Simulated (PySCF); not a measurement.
# C2H7NOSi: the cost of one run

The runs use PySCF 2.14.0, with density-fitted response routines of our own; the level of theory stands in each step. All values are computed, except where a source is named. Atoms are numbered from 0 throughout.

### Step 1. The starting structure

12 atoms, charge 0, multiplicity 1; geometry from: GFN2-xTB. The atoms were then displaced at random by about 0.01 Å, so the start is not that level's minimum.

Bonds of the start (Å): C0–C1 1.53, C1–O2 1.22, C1–N3 1.32, N3–Si4 1.79, C0–H5 1.10, C0–H6 1.09, C0–H7 1.06, N3–H8 0.97, Si4–H9 1.47, Si4–H10 1.45, Si4–H11 1.46.

### Step 2. Relaxing the molecule at PBE0-D3(BJ)/def2-SVP

What the job is given:

```
{"job": {"xc": "PBE0", "basis": "def2-SVP", "d3": "d3bj", "grid": 1, "shake": 0.01, "kind": "geom"}, "charge": 0, "multiplicity": 1}
C      1.987320     0.249850     0.278280
C      0.462230     0.332460     0.426190
O     -0.127220     1.020980     1.242470
N     -0.237440    -0.414250    -0.413470
Si    -2.007200    -0.260280    -0.176330
H      2.243320     0.637180    -0.718060
H      2.448750     0.896390     1.028530
H      2.326040    -0.746130     0.377850
H      0.185720    -0.983810    -1.080040
H     -2.338760    -0.728600     1.181070
H     -2.525530    -1.161290    -1.191700
H     -2.377540     1.129250    -0.419690
```

The run is started by

```bash
OMP_NUM_THREADS=1 python probes_run.py task.json out
```

The driver reads the jobs from task.json and runs them one after another.

Q: Estimate the wall time and peak memory of this first job on 1 thread of Arm Neoverse V2, shared host.

About 28 s, with a peak of 0.45 GiB.
